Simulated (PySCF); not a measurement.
# C3H6F2Ge: the cost of one run

Programs: PySCF 2.14.0, with density-fitted response routines of our own. Each step states its level of theory. These are calculated values for one molecule in the gas phase, unless marked as measured. Atoms count from 0, in the outputs and in this text.

## 1. Starting geometry

12 atoms, charge 0, multiplicity 1; geometry from: GFN2-xTB. The atoms were then displaced at random by about 0.01 Å, so the start is not that level's minimum.

Bonds of the start (Å): F0–C1 1.36, C1–C2 1.54, C2–C3 1.55, C3–F4 1.39, C3–Ge5 1.98, Ge5–C1 2.01, C1–H6 1.09, C2–H7 1.06, C2–H8 1.11, C3–H9 1.08, Ge5–H10 1.51, Ge5–H11 1.52.

## 2. Optimising the geometry at PBE0-D3(BJ)/def2-SVP

Job settings and geometry (Å):

```
{"job": {"xc": "PBE0", "basis": "def2-SVP", "d3": "d3bj", "grid": 1, "shake": 0.01, "kind": "geom"}, "charge": 0, "multiplicity": 1}
F      0.069300     2.266520     0.525830
C      0.148590     1.166690    -0.272500
C     -1.081160     0.239540    -0.157200
C     -0.352310    -1.133880    -0.163920
F     -0.963180    -2.023920     0.716780
Ge     1.367930    -0.299050     0.362900
H      0.328400     1.528000    -1.289740
H     -1.806780     0.390030    -0.920170
H     -1.521570     0.399620     0.848960
H     -0.420490    -1.624460    -1.129030
H      1.626970    -0.299650     1.851170
H      2.643990    -0.637700    -0.382100
```

Started as:

```sh
$ OMP_NUM_THREADS=1 python probes_run.py task.json out
```

This one command runs all jobs of the session in turn.

**Question.** How long does this first job take on 1 thread of Arm Neoverse V1, shared host, and how much memory does it need?

About 99 s, with a peak of 0.51 GiB.
